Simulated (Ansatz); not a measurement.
# AlH3Se3, SMILES [SeH][Al]([SeH])[SeH]: a ladder of methods at one geometry

Computed with Ansatz's Python interface.

The cells in order, each with its output:

```python
import ansatz as az
```

```python
system = (
    az.Crystal.molecule()
    .atom("Se", (-2.4341, 0.0407, 0.2621))
    .atom("Al", (-0.1962, -0.6344, 0.1546))
    .atom("Se", (1.1494, -0.5208, 2.1078))
    .atom("Se", (0.8092, -1.4056, -1.9197))
    .atom("H", (-2.0585, 1.5102, -0.1311))
    .atom("H", (1.6059, 0.925, 1.7576))
    .atom("H", (1.1856, 0.0169, -2.277))
)
```

```python
calculation = system.calculation().basis(gaussian="def2-SVP")
```

```python
methods = ["mp2", "ccsd", "ccsd_t"]
reports = [calculation.correlation(m).run(threads=1, pin="off").report for m in methods]
print(f"Hartree-Fock reference {reports[0]['reference_energy_ev'] / 27.211386246:.6f} Ha")
best = reports[-1]["free_energy_ev"] - reports[-1]["reference_energy_ev"]
for method, each in zip(methods, reports):
    gained = each["free_energy_ev"] - each["reference_energy_ev"]
    print(f"{method:8s} total {each['free_energy_ev'] / 27.211386246:.6f} Ha  correlation {gained:9.4f} eV  ({100 * gained / best:.1f} % of the last)")
```

    Hartree-Fock reference -7442.336544 Ha
    mp2      total -7443.102025 Ha  correlation  -20.8298 eV  (94.6 % of the last)
    ccsd     total -7443.123888 Ha  correlation  -21.4247 eV  (97.3 % of the last)
    ccsd_t   total -7443.145452 Ha  correlation  -22.0115 eV  (100.0 % of the last)

Notes:
- Total energies depend on the basis set; only differences at equal settings carry meaning.
- The geometry is a force-field or estimated start, not a minimum of this method, and the basis set is short of its limit. A lower total doesn't mark the better method: functionals have no common bound, and MP2 and coupled cluster aren't variational.
- Inner cores stay frozen; a filled d shell under the valence of the heavier atoms is correlated with it.
- Run time: 91 s on 1 thread of Arm Neoverse V1, on a shared host, peak memory 0.72 GiB.
